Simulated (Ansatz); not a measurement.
## GeLi: a scan of the bond length, step by step

With Ansatz 0.2.0, Python API.

Run as a notebook:

```python
import ansatz
from ase.data import atomic_masses, atomic_numbers
import numpy as np
```

```python
geometry_ang = [
    ('Li', (0.0, 0.0, 0.0)),
    ('Ge', (0.0, 0.0, 2.445)),
]
mol = ansatz.Crystal.molecule()
for symbol, xyz in geometry_ang:
    mol = mol.atom(symbol, xyz)
```

```python
symbols = [site.symbol for site in mol.cartesian_sites]
start = np.array([site.position_ang for site in mol.cartesian_sites])
axis = (start[1] - start[0]) / np.linalg.norm(start[1] - start[0])
moving = [1]
lengths, energies = [2.152, 2.249, 2.347, 2.445, 2.543, 2.641, 2.738, 2.885], []
for length in lengths:
    xyz = start.copy()
    xyz[moving] += (length - np.linalg.norm(start[1] - start[0])) * axis
    point = ansatz.Crystal.molecule()
    for symbol, place in zip(symbols, xyz):
        point = point.atom(symbol, place.tolist())
    model = point.calculation().basis(gaussian='def2-SVP').functional('CAM-B3LYP').spin('collinear', total=1)
    r = model.run(threads=1).report
    energies.append(r['free_energy_ev'])
    print(f'r = {length:6.3f} A  E = {energies[-1]:.5f} eV  <S^2> = {abs(r["mean_field"]["state"]["spin_squared"]):.3f}')
```

    r =  2.152 A  E = -56716.17555 eV  <S^2> = 1.664
    r =  2.249 A  E = -56716.31610 eV  <S^2> = 1.609
    r =  2.347 A  E = -56716.39599 eV  <S^2> = 1.552
    r =  2.445 A  E = -56716.42831 eV  <S^2> = 1.498
    r =  2.543 A  E = -56716.42469 eV  <S^2> = 1.448
    r =  2.641 A  E = -56716.39411 eV  <S^2> = 1.402
    r =  2.738 A  E = -56716.34412 eV  <S^2> = 1.363
    r =  2.885 A  E = -56716.24220 eV  <S^2> = 1.316

```python
# quartic fit about the minimum
fit = np.polynomial.Polynomial.fit(lengths, np.array(energies) - min(energies), 4).convert()
roots = [r.real for r in fit.deriv().roots() if abs(r.imag) < 1e-9 and fit.deriv(2)(r.real) > 0]
r_e = min(roots, key=lambda r: abs(r - lengths[int(np.argmin(energies))]))
print(f'minimum of the fit at {r_e:.4f} A, force constant {fit.deriv(2)(r_e):.2f} eV/A^2')
m1, m2 = (atomic_masses[atomic_numbers[s]] for s in symbols)
mu = m1 * m2 / (m1 + m2)
print(f'harmonic wavenumber {521.4709 * np.sqrt(fit.deriv(2)(r_e) / mu):.0f} 1/cm, rotational constant {16.857629 / (mu * r_e ** 2):.4f} 1/cm')
```

    minimum of the fit at 2.4808 A, force constant 3.36 eV/A^2
    harmonic wavenumber 380 1/cm, rotational constant 0.4324 1/cm

The lowest point is at 2.445 Å. At the shortest distance (2.15 Å) the energy is 0.25 eV higher, at the longest (2.88 Å) 0.19 eV.

Caveats:
- Total energies depend on the basis set; only differences at equal settings carry meaning.
- The basis set is modest, and single-reference methods fail as a bond breaks.
- The run takes the species as open-shell (spin multiplicity 2), which needn't be its ground state.
- The expectation value of S² is noticeably off S(S+1) in at least one run, so that state is spin-contaminated.
- The spin state was assumed, and another may lie lower.
- Finished in 35 s on 1 thread of AMD EPYC 7B13 (Zen 3) (shared host), peak memory 0.2 GiB.
